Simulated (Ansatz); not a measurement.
# CH₅BTe (SMILES CB[TeH]): single points off equilibrium

An exercise on one series of results from a longer session: the logs are not shown, and one member is left open.

Program: Ansatz 0.2.0, Gaussian basis. Level of theory: single points in def2-TZVPP. These are calculated values, not measurements.

Correlated methods freeze the cores. Filled d shells of the heavier atoms are correlated. Core potentials replace the inner electrons past krypton, and spin-orbit coupling is left out.

## Where the work starts

8 atoms, charge 0, spin multiplicity 1.

Atoms are counted from 1 here; the program's logs count them from 0.

Bond lengths: C1–B2 1.560 Å, C1–H4 1.080 Å, C1–H5 1.095 Å, C1–H6 1.119 Å, B2–Te3 2.076 Å, B2–H7 1.189 Å, Te3–H8 1.633 Å. Angles: B2–C1–H4 110.6°, B2–C1–H5 111.3°, B2–C1–H6 114.5°, H4–C1–H5 105.3°, H4–C1–H6 108.9°, H5–C1–H6 105.8°, C1–B2–Te3 125.6°, C1–B2–H7 118.2°, Te3–B2–H7 116.2°, B2–Te3–H8 95.8°.

As a file:

| atom | x (Å) | y (Å) | z (Å) |
| --- | --- | --- | --- |
| C1 | 0.1095 | 0.6774 | -0.6465 |
| B2 | -0.4567 | 0.0950 | 0.6854 |
| Te3 | -0.1377 | -1.8294 | 1.3956 |
| H4 | -0.6927 | 1.0323 | -1.2765 |
| H5 | 0.7401 | 1.5530 | -0.4612 |
| H6 | 0.7424 | -0.0362 | -1.2323 |
| H7 | -1.1449 | 0.7948 | 1.3568 |
| H8 | 0.8086 | -2.3075 | 0.1537 |

Set-up of the first run:

run/in.yaml reads:

```yaml
crystal:
  periodic: [false, false, false]
  atoms:
    - {symbol: C, position_ang: [0.109500, 0.677400, -0.646500]}
    - {symbol: B, position_ang: [-0.456700, 0.095000, 0.685400]}
    - {symbol: Te, position_ang: [-0.137700, -1.829400, 1.395600]}
    - {symbol: H, position_ang: [-0.692700, 1.032300, -1.276500]}
    - {symbol: H, position_ang: [0.740100, 1.553000, -0.461200]}
    - {symbol: H, position_ang: [0.742400, -0.036200, -1.232300]}
    - {symbol: H, position_ang: [-1.144900, 0.794800, 1.356800]}
    - {symbol: H, position_ang: [0.808600, -2.307500, 0.153700]}
basis:
  gaussian: {orbitals: def2-TZVPP}
correlation: {method: ccsd_t}
output: {forces: true}
```

No record of the launch command was kept for these runs.

Steps of the session up to this table: CCSD(T)/def2-TZVPP; PBE0-D4/def2-TZVPP; wB97M-V/def2-TZVPP; r2SCAN-D4/def2-TZVPP; PBE-D4/def2-TZVPP; LC-wPBE/def2-TZVPP; r2SCANh-D4/def2-TZVPP.

One of the session's tables, all rows but one given; the rest of the session is left out.

| method | RMS force component (eV/Å) | angle to CCSD(T) forces (°) | dipole (D) |
| --- | --- | --- | --- |
| CCSD(T) | 0.433 | reference | 0.61 |
| PBE0-D4 | 0.456 | 13.2 | 0.70 |
| wB97M-V | 0.438 | 9.0 | 0.72 |
| r2SCAN-D4 | 0.467 | 14.2 | 0.73 |
| PBE-D4 | 0.492 | 23.5 | 0.64 |
| LC-wPBE | ? | ? | ? |
| r2SCANh-D4 | 0.462 | 12.7 | 0.74 |

Estimate the missing values for LC-wPBE.

**Answer.** RMS force component (eV/Å): 0.418; angle to CCSD(T) forces (°): 12.3; dipole (D): 0.81. In the column «RMS force component (eV/Å)» it is the lowest.
